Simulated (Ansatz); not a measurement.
# C6H5Cl: the cost of one run

Computed with Ansatz 0.2.0 (the levels named in each step, unless a step's input says otherwise).

## (1) The structure to begin with

Bond lengths: Cl1–C2 1.731 Å, C2–C3 1.385 Å, C3–C4 1.384 Å, C4–C5 1.385 Å, C5–C6 1.385 Å, C2–C7 1.385 Å, C6–C7 1.384 Å, C3–H8 1.079 Å, C4–H9 1.080 Å, C5–H10 1.079 Å, C6–H11 1.080 Å, C7–H12 1.079 Å. Angles (14 of 18 angles, heavy atoms first): Cl1–C2–C3 119.5°, Cl1–C2–C7 119.5°, C3–C2–C7 121.0°, C2–C3–C4 119.2°, C3–C4–C5 120.4°, C4–C5–C6 119.9°, C5–C6–C7 120.4°, C2–C7–C6 119.2°, C2–C3–H8 120.0°, C4–C3–H8 120.8°, C3–C4–H9 119.5°, C5–C4–H9 120.2°, C4–C5–H10 120.1°, C6–C5–H10 120.0°.

Structure file:

```xyz
12

Cl    2.1447    0.1514    0.0015
C     0.4180    0.0294    0.0025
C    -0.3471    1.1843    0.0166
C    -1.7272    1.0796    0.0140
C    -2.3345   -0.1647   -0.0048
C    -1.5585   -1.3115   -0.0179
C    -0.1773   -1.2213   -0.0172
H     0.1340    2.1498    0.0312
H    -2.3279    1.9765    0.0254
H    -3.4112   -0.2409   -0.0081
H    -2.0273   -2.2838   -0.0306
H     0.4346   -2.1096   -0.0305
```

## (2) A rough first relaxation, PBE-D4/def2-SVP

This run stands in another session on the same molecule. It ended at:

```xyz
12

Cl    2.1783    0.1537    0.0035
C     0.4360    0.0308    0.0008
C    -0.3392    1.2017    0.0164
C    -1.7380    1.0942    0.0139
C    -2.3561   -0.1663   -0.0039
C    -1.5671   -1.3274   -0.0194
C    -0.1671   -1.2374   -0.0172
H     0.1568    2.1824    0.0303
H    -2.3487    2.0099    0.0261
H    -3.4535   -0.2437   -0.0058
H    -2.0431   -2.3198   -0.0335
H     0.4618   -2.1388   -0.0293
```

## (3) Relaxation, PBE0-D4/def2-TZVPP

This run stands in another session on the same molecule. It ended at:

```xyz
12

Cl    2.1424    0.1512    0.0035
C     0.4181    0.0295    0.0007
C    -0.3457    1.1856    0.0161
C    -1.7280    1.0803    0.0137
C    -2.3382   -0.1650   -0.0039
C    -1.5591   -1.3123   -0.0192
C    -0.1757   -1.2225   -0.0171
H     0.1406    2.1520    0.0298
H    -2.3294    1.9812    0.0258
H    -3.4183   -0.2412   -0.0057
H    -2.0280   -2.2887   -0.0331
H     0.4415   -2.1109   -0.0289
```

## (4) Frequencies, PBE0-D4/def2-TZVPP

Input file input.yaml:

```yaml
crystal:
  periodic: [false, false, false]
  atoms:
    - { symbol: Cl, position_ang: [2.14243145, 0.15117648, 0.00353873] }
    - { symbol: C, position_ang: [0.41812027, 0.02949487, 0.00065926] }
    - { symbol: C, position_ang: [-0.34573321, 1.18563218, 0.01613647] }
    - { symbol: C, position_ang: [-1.72802518, 1.0803379, 0.01373752] }
    - { symbol: C, position_ang: [-2.33815909, -0.16501161, -0.00388849] }
    - { symbol: C, position_ang: [-1.55912385, -1.31232931, -0.01923885] }
    - { symbol: C, position_ang: [-0.17574339, -1.22245455, -0.01705281] }
    - { symbol: H, position_ang: [0.14057231, 2.15198133, 0.02984656] }
    - { symbol: H, position_ang: [-2.32939756, 1.9812249, 0.02579005] }
    - { symbol: H, position_ang: [-3.41826269, -0.24123317, -0.00565157] }
    - { symbol: H, position_ang: [-2.02797544, -2.28874037, -0.03305988] }
    - { symbol: H, position_ang: [0.44149638, -2.11092867, -0.028907] }
basis:
  gaussian: { orbitals: def2-TZVPP }
hamiltonian:
  xc: pbe0
  dispersion: d4
phonons: {}
```

Launch:

```console
$ ansatz run input.yaml --threads 4 --pin off --max-ram 10240MiB --backend cpu --events-out ev --progress --plain --runs-dir out
```

Q: Estimate wall time and peak memory on 4 threads of Intel Xeon at 2.50GHz (Skylake/Cascade Lake), shared host.

About 8.6 min, with a peak of 1.1 GiB.
